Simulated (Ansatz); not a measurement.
Runs of Ansatz 0.2.0 on SbC. Symmetry: Pm-3m, No. 221, cubic system. The conventional cell has a = 3.115 Å, b = 3.115 Å, c = 3.115 Å, α = 90.00°, β = 90.00°, γ = 90.00°. Sb (site symmetry m-3m) has 8 C at 2.70 Å as nearest neighbours. Around C (site symmetry m-3m) lie 8 Sb at 2.70 Å. The cell was built by a generator and needn't be a form met in nature.

```tsv
level	cell	target pressure (GPa)	gap on the mesh (eV)	pressure (GPa)	relaxed volume (Å³/atom)
PBEsol	relaxed to 2 GPa	2	none	2.0	-
PBE	relaxed	-	none	0.0	15.02
PBEsol	relaxed	-	none	0.0	(a)
PBEsol+D4	relaxed	-	none	0.0	14.08
PBEsol+D3(BJ)	relaxed	-	none	0.0	13.88
```

Alike in all rows: task relaxation of cell and atoms; potentials or basis Ansatz PAW; no spin polarisation; k mesh 9 × 9 × 9; cutoff (eV) 420; smearing fermi-dirac 0.05 eV.

Fill in the values left out.

(a) 14.40.

Caveats: the plane-wave basis is chosen anew once the cell has moved, so the energies of steps on either side of that aren't comparable; the PAW data sets come from PBE, with cores solved anew for the run's functional, which leaves a small shift of forces and pressure (some runs); pairwise dispersion overbinds metals, which lowers pressure and volume (some runs).

A k mesh can miss the band edges, and the runs leave out spin-orbit coupling on Sb.

A gap of «none» marks a metal or a gap under the smearing width.
